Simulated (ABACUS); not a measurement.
AlSn, 2 atoms in the cell. The structure is hexagonal, space group P-6m2 (No. 187). The conventional cell has a = 4.198 Å, b = 4.198 Å, c = 3.307 Å, α = 90.00°, β = 90.00°, γ = 120.00°. Around Sn (site symmetry -6m2) lie 6 Al at 2.93 Å and 2 Sn at 3.31 Å. Al (site symmetry -6m2) is surrounded by 6 Sn at 2.93 Å and 2 Al at 3.31 Å. The cell comes from a database or a generator and needn't be the stable form of this composition.

* Program: ABACUS 3.10.1
* Task: relaxation of cell and atoms
* Functional: PBE
* Potentials or basis: PseudoDojo NC SR 0.4.1 PBE standard
* Cutoff: 1361 eV
* Density cutoff: 5442 eV
* Basis: DZP LCAO (the cutoffs set its grid)
* k mesh: 5 × 5 × 6
* Occupations: fermi-dirac, width 0.05 eV
* Spin: no spin polarisation
* Target pressure: 10 GPa
* Radial cutoff of the potentials (pseudo_rcut): 7 bohr
* Orbital files: Sn Sn_confined-atom_8au_2s2p2d.orb, Al Al_confined-atom_8au_2s2p1d.orb
* Max steps of the relaxation: 60
* Force threshold: 0.02 eV/Å
* Optimiser: cg
* Stress threshold: 0.2 kbar
* SCF threshold on the density: 1e-07
* Max SCF steps: 100
* Eigensolver: genelpa
* Mixing: broyden
* Mixing share: 0.7
* Symmetry key: 1
* Bands: 13

Potentials or basis: PseudoDojo NC SR 0.4.1 PBE standard, DZP LCAO (the cutoffs set its grid).

The run is started by

```bash
$ OMP_NUM_THREADS=1 mpirun -np 4 abacus > log
```

Hardware: 4 MPI ranks on Intel(R) Xeon(R) 6975P-C (Granite Rapids), with other jobs on the host.

Problem. How long does it take, and how much memory?

Solution. Wall time 29 s on 4 MPI ranks on Intel(R) Xeon(R) 6975P-C (Granite Rapids), on a shared host, peak memory 0.44 GiB a rank. Counts: scf iterations 84, k points 20, bands 13, basis 31, ion steps 13, ranks 4.
